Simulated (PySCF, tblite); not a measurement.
**C₄H₁₀NOSi₂ radical: geometry, infrared bands and EPR parameters**

Wanted: the infrared bands and EPR parameters of C₄H₁₀NOSi₂ radical (`O=C/[C]=C\[SiH2]NC[SiH3]`), by calculation.

Programs: tblite 0.8.0 and PySCF 2.14.0, with density-fitted response routines of our own. Each step states its level of theory. These are calculated values for one molecule in the gas phase, unless marked as measured. Atoms count from 0, in the outputs and in this text.

## (1) The molecule as given

18 atoms, charge 0, multiplicity 2; geometry from: force field or distance geometry start.

Bonds of the start (Å): O0–C1 1.22, C1–C2 1.43, C2–C3 1.31, C3–Si4 1.80, Si4–N5 1.70, N5–C6 1.47, C6–Si7 1.88, C1–H8 1.12, C3–H9 1.08, Si4–H10 1.48, Si4–H11 1.48, N5–H12 1.03, C6–H13 1.09, C6–H14 1.09, Si7–H15 1.49, Si7–H16 1.49, Si7–H17 1.50.

## (2) Relaxing the molecule with GFN2-xTB

Job settings and geometry (Å):

```
{"job": {"kind": "relax", "xc": "GFN2-xTB", "basis": "xTB"}, "charge": 0, "multiplicity": 2}
O      3.090200     0.428100     1.363100
C      3.370900    -0.587300     0.753300
C      2.553700    -1.056800    -0.318000
C      1.733100    -1.401000    -1.283000
Si     0.278200    -0.393900    -1.635400
N     -0.556500    -0.035800    -0.200800
C     -1.800400     0.737400    -0.131100
Si    -2.533700     0.712500     1.603800
H      4.262900    -1.211200     0.997700
H      1.875700    -2.319300    -1.836000
H     -0.658800    -1.110400    -2.537400
H      0.663800     0.895600    -2.246700
H      0.125600     0.378500     0.451700
H     -1.615900     1.773600    -0.425800
H     -2.547700     0.324200    -0.814200
H     -1.578800     1.274600     2.593600
H     -3.774100     1.538300     1.636800
H     -2.897100    -0.680700     2.016600
```

Command:

```
$ OMP_NUM_THREADS=1 python probes_run.py task.json out
```

This one command runs all jobs of the session in turn.

**Question.** This job is followed by: GFN2-xTB harmonic vibrations, gas phase; UKS B3LYP, pcH-1 on C H N O Si, non-relativistic, mean-field spin-orbit, GIAO. Predict these results of the whole session: strongest single infrared mode (GFN2-xTB); zero-point energy (GFN2-xTB); g(iso) (B3LYP); ⟨S²⟩; largest a(iso) (averaged by class); potential on the surface of density 0.002 e/bohr³, 1st and 99th percentile.

As calculated:

```
                                                                  quantity                  value
                                 strongest single infrared mode (GFN2-xTB)  1557 cm⁻¹, 331 km/mol
                                              zero-point energy (GFN2-xTB)          75.6 kcal/mol
                                                            g(iso) (B3LYP)                2.00495
                                                                      ⟨S²⟩     0.765 (exact 0.75)
                                        largest a(iso) (averaged by class)    1H on H9, 150.9 MHz
potential on the surface of density 0.002 e/bohr³, 1st and 99th percentile     -1.65 V and 1.51 V
```

**Reading.** Relaxing lowered the energy by 1.254 eV in 190 steps; the close pair that moved most is C3–Si4, from 1.804 to 1.928 Å. No mode is imaginary among the 48: a minimum at this level. The strongest single mode, at 1557 cm⁻¹, moves mainly C1 and O0. Unscaled tight-binding wavenumbers are off by several per cent, some by more. Its intensities can rank the bands wrongly. C2 carries the largest spin population, 0.66 e. The isotropic g lies 2.6 ppt above the free-electron value. These values are for one conformer; the search (at its own cheap level) found 2 more, at 0.59, 1.94 kcal/mol, and measured spectra average over such forms.
